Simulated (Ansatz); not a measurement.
# ClH₅SiSn: a ladder of functionals and wavefunction methods

One table from this session's results is given with a row withheld; the runs are named, their logs left out.

Computed with Ansatz 0.2.0, Gaussian basis. Level: functionals in def2-TZVPP, the program's frozen cores in correlated methods.

Plan: LDA (SPW92), PBE-D4, revPBE-D4, BLYP-D4, r2SCAN-D4, B97M-V, PBE0-D4, B3LYP-D4, r2SCANh-D4, r2SCAN0-D4, HSE06-D4, BHLYP-D4, CAM-B3LYP-D4, LC-ωPBE, ωB97X-V, ωB97M-V, B2PLYP, PBE-QIDH; CCSD(T)/def2-SVP; CCSD(T)/def2-TZVPP; MP2/def2-QZVPP; extrapolation to the limit; RPA on PBE.

## Structure used throughout

All runs share one geometry, relaxed beforehand with PBE0-D4 in a triple-zeta def2 set. Sn takes the def2 core potential; no spin-orbit term is included.

SMILES `[SiH3][SnH2][Cl]`, 8 atoms, charge 0, spin multiplicity 1.

Atoms are counted from 1 here; the program's logs count them from 0.

Bond lengths: Si1–Sn2 2.561 Å, Si1–H4 1.487 Å, Si1–H5 1.484 Å, Si1–H6 1.484 Å, Sn2–Cl3 2.346 Å, Sn2–H7 1.706 Å, Sn2–H8 1.706 Å. Angles: Sn2–Si1–H4 109.6°, Sn2–Si1–H5 108.9°, Sn2–Si1–H6 108.9°, H4–Si1–H5 109.7°, H4–Si1–H6 109.7°, H5–Si1–H6 110.1°, Si1–Sn2–Cl3 105.1°, Si1–Sn2–H7 115.2°, Si1–Sn2–H8 115.2°, Cl3–Sn2–H7 105.0°, Cl3–Sn2–H8 105.0°, H7–Sn2–H8 110.2°.

Set-up of the first run:

Input file in.yaml:

```yaml
crystal:
  periodic: [false, false, false]
  atoms:
    - {symbol: Si, position_ang: [-0.882058, 0.897106, -0.493749]}
    - {symbol: Sn, position_ang: [0.622846, -0.936011, 0.472652]}
    - {symbol: Cl, position_ang: [2.809905, -0.120662, 0.232862]}
    - {symbol: H, position_ang: [-2.304952, 0.479430, -0.390295]}
    - {symbol: H, position_ang: [-0.526471, 1.109233, -1.918685]}
    - {symbol: H, position_ang: [-0.671606, 2.147547, 0.276955]}
    - {symbol: H, position_ang: [0.438271, -1.220313, 2.144596]}
    - {symbol: H, position_ang: [0.606264, -2.413432, -0.380136]}
basis:
  gaussian: {orbitals: def2-TZVPP}
hamiltonian: {xc: lda}
output: {orbitals: {seedname: orbitals}}
```

Among the steps run: LDA; PBE-D4 (GGA); revPBE-D4 (GGA); BLYP-D4 (GGA); r2SCAN-D4 (meta-GGA); B97M-V (meta-GGA); PBE0-D4 (hybrid); B3LYP-D4 (hybrid); r2SCANh-D4 (hybrid); r2SCAN0-D4 (hybrid); HSE06-D4 (hybrid); BHLYP-D4 (hybrid); CAM-B3LYP-D4 (range-separated); LC-ωPBE-D4 (range-separated; the results give it without D4); ωB97X-V (range-separated); ωB97M-V (range-separated); B2PLYP (double hybrid); PBE-QIDH (double hybrid).

One table of the session follows, with a row left open; its other results are not shown here.

It belongs to the step «Frontier levels by functional». 

| functional | HOMO (eV) | gap (eV) |
| --- | --- | --- |
| LDA (SPW92) | -6.96 | 4.85 |
| PBE-D4 | -6.86 | 5.00 |
| revPBE-D4 | -6.82 | 5.06 |
| BLYP-D4 | -6.71 | 4.95 |
| r2SCAN-D4 | -7.15 | 5.55 |
| B97M-V | -7.29 | 5.58 |
| PBE0-D4 | -8.03 | 6.97 |
| B3LYP-D4 | ? | ? |
| r2SCANh-D4 | -7.58 | 6.26 |
| r2SCAN0-D4 | -8.21 | 7.30 |
| HSE06-D4 | -7.64 | 6.21 |
| BHLYP-D4 | -9.05 | 8.81 |
| CAM-B3LYP-D4 | -9.27 | 9.18 |
| LC-ωPBE | -10.59 | 11.59 |
| ωB97X-V | -10.26 | 11.14 |
| ωB97M-V | -10.06 | 10.70 |

Estimate the missing values for B3LYP-D4.

Worked estimate for «HOMO (eV)». Against the share of exact exchange, BLYP-D4 (0, -6.71), BHLYP-D4 (0.5, -9.05) give a slope of -4.68 per unit share; at 0.2 the line stands at -7.65.

As computed: HOMO (eV): -7.81; gap (eV): 6.53. In «HOMO (eV)» the line misses by +0.16.
